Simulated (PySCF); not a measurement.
# C₄H₇BOS: electronic excitations

Aim: predict the electronic excitations of C₄H₇BOS (`C#CB(OC)SC`).

Computed with PySCF 2.14.0, with density-fitted response routines of our own, on a single molecule in the gas phase. Atoms are numbered from 0 throughout.

## 1. The starting structure

14 atoms, charge 0, multiplicity 1; geometry from: GFN2-xTB.

Bonds of the start (Å): C0–C1 1.20, C1–B2 1.52, B2–O3 1.33, O3–C4 1.41, B2–S5 1.83, S5–C6 1.82, C0–H7 1.05, C4–H8 1.09, C4–H9 1.09, C4–H10 1.09, C6–H11 1.09, C6–H12 1.08, C6–H13 1.09.

## 2. TDDFT and polarisability: PBE0/def2-SVPD

Job settings and geometry (Å):

```
{"job": {"kind": "uv", "xc": "PBE0", "basis": "def2-SVPD", "nstates": 8, "ntriplets": 3}, "charge": 0, "multiplicity": 1}
C      0.478754     2.724054     0.415116
C      0.032664     1.631950     0.178185
B     -0.467696     0.227558    -0.117151
O     -1.753538     0.063856    -0.434129
C     -2.352417    -1.172611    -0.729067
S      0.674947    -1.194960    -0.051088
C      2.289588    -0.467953     0.388199
H      0.846317     3.687420     0.621502
H     -2.453506    -1.771272     0.180119
H     -3.339285    -0.969475    -1.145747
H     -1.752519    -1.737470    -1.448116
H      2.576397    -0.849187     1.363510
H      2.209514     0.613228     0.409185
H      3.010101    -0.785611    -0.359022
```

Level: TDDFT PBE0/def2-SVPD, vertical, gas phase, core orbitals frozen in the response.

Command:

```
$ OMP_NUM_THREADS=1 python probes_run.py task.json out
```

This one command runs all jobs of the session in turn.

What will the session give for the following? lowest singlet (PBE0/def2-SVPD); lowest triplet; surface potential, 1st and 99th percentile. Wanted: lowest singlet; lowest triplet; surface potential, 1st and 99th percentile.

**Answer**, as computed:

| quantity | value |
| --- | --- |
| lowest singlet (PBE0/def2-SVPD) | 5.40 eV (229 nm), f = 0.110 |
| lowest triplet | 4.40 eV |
| surface potential, 1st and 99th percentile | -1.13 V and 1.49 V |

In words: The first singlet state (HOMO→LUMO 0.90) lies at 5.40 eV and is bright. The lowest triplet lies 1.01 eV below the lowest singlet (triplets in Tamm-Dancoff, singlets in full TDDFT). At PBE0/def2-SVPD, counted by nearest atom on the grid, the HOMO lies on S5 70 %; B2 7 %, the LUMO on B2 33 %; C0 22 %.
